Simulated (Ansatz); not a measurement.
# BClFH₃OSi: one species, many methods

One table from this session's results is given with a row withheld; the runs are named, their logs left out.

Program: Ansatz 0.2.0, Gaussian basis. Level of theory: functionals in def2-TZVPP, the program's frozen cores in correlated methods. These are calculated values, not measurements.

The runs, in order: LDA (SPW92), PBE-D4, revPBE-D4, BLYP-D4, r2SCAN-D4, B97M-V, PBE0-D4, B3LYP-D4, r2SCANh-D4, r2SCAN0-D4, HSE06-D4, BHLYP-D4, CAM-B3LYP-D4, LC-ωPBE, ωB97X-V, ωB97M-V, B2PLYP, PBE-QIDH; CCSD(T)/def2-SVP; CCSD(T)/def2-TZVPP; CCSD(T)/def2-QZVPP; extrapolation to the limit; RPA on PBE.

### The geometry

An earlier PBE0-D4 in a triple-zeta def2 set relaxation fixed the geometry.

SMILES `FB(Cl)O[SiH3]`, 8 atoms, charge 0, spin multiplicity 1.

Atoms are counted from 1 here; the program's logs count them from 0.

Bond lengths: F1–B2 1.325 Å, B2–Cl3 1.754 Å, B2–O4 1.334 Å, O4–Si5 1.660 Å, Si5–H6 1.480 Å, Si5–H7 1.480 Å, Si5–H8 1.482 Å. Angles: F1–B2–Cl3 117.8°, F1–B2–O4 121.7°, Cl3–B2–O4 120.6°, B2–O4–Si5 137.4°, O4–Si5–H6 107.4°, O4–Si5–H7 107.3°, O4–Si5–H8 110.5°, H6–Si5–H7 110.5°, H6–Si5–H8 110.6°, H7–Si5–H8 110.6°.

Set-up of the first run:

The input, in.yaml:

```yaml
crystal:
  periodic: [false, false, false]
  atoms:
    - {symbol: F, position_ang: [-1.505407, -0.166098, -1.500894]}
    - {symbol: B, position_ang: [-1.389237, -0.539934, -0.234634]}
    - {symbol: Cl, position_ang: [-2.745874, -1.376010, 0.498291]}
    - {symbol: O, position_ang: [-0.282758, -0.294443, 0.469740]}
    - {symbol: Si, position_ang: [1.190276, 0.429754, 0.218995]}
    - {symbol: H, position_ang: [1.290116, 1.566413, 1.162190]}
    - {symbol: H, position_ang: [2.231880, -0.580582, 0.511352]}
    - {symbol: H, position_ang: [1.303107, 0.903699, -1.180841]}
basis:
  gaussian: {orbitals: def2-TZVPP}
hamiltonian: {xc: lda}
output: {orbitals: {seedname: orbitals}}
```

Started as:

```bash
> ansatz run in.yaml --threads 2 --pin off --events-out ev --progress --plain --max-ram 32768MiB --backend cpu
```

Steps of the session up to this table: LDA; PBE-D4 (GGA); revPBE-D4 (GGA); BLYP-D4 (GGA); r2SCAN-D4 (meta-GGA); B97M-V (meta-GGA); B3LYP-D4 (hybrid); r2SCANh-D4 (hybrid); r2SCAN0-D4 (hybrid); HSE06-D4 (hybrid); BHLYP-D4 (hybrid); CAM-B3LYP-D4 (range-separated); LC-ωPBE (range-separated); ωB97X-V (range-separated); ωB97M-V (range-separated); B2PLYP (double hybrid); PBE-QIDH (double hybrid).

One table of the session follows, with a row left open; its other results are not shown here.

It belongs to the step «Frontier levels by functional». 

```
  functional  HOMO (eV)  gap (eV)
 LDA (SPW92)      -7.92      6.58
      PBE-D4      -7.77      6.70
   revPBE-D4      -7.72      6.76
     BLYP-D4      -7.61      6.66
   r2SCAN-D4      -8.16      7.54
      B97M-V      -8.29      7.39
     PBE0-D4      -9.28      9.08
    B3LYP-D4      -8.98      8.54
  r2SCANh-D4      -8.71      8.37
  r2SCAN0-D4      -9.54      9.61
    HSE06-D4          ?         ?
    BHLYP-D4     -10.63     11.24
CAM-B3LYP-D4     -10.69     11.42
     LC-ωPBE     -12.15     14.11
     ωB97X-V     -11.76     13.55
     ωB97M-V     -11.61     13.04
```

**Question.** Estimate the row for HSE06-D4.

The run gave: HOMO (eV): -8.88; gap (eV): 8.30. In the column «HOMO (eV)» it lies between B3LYP-D4 (-8.98) and r2SCANh-D4 (-8.71).
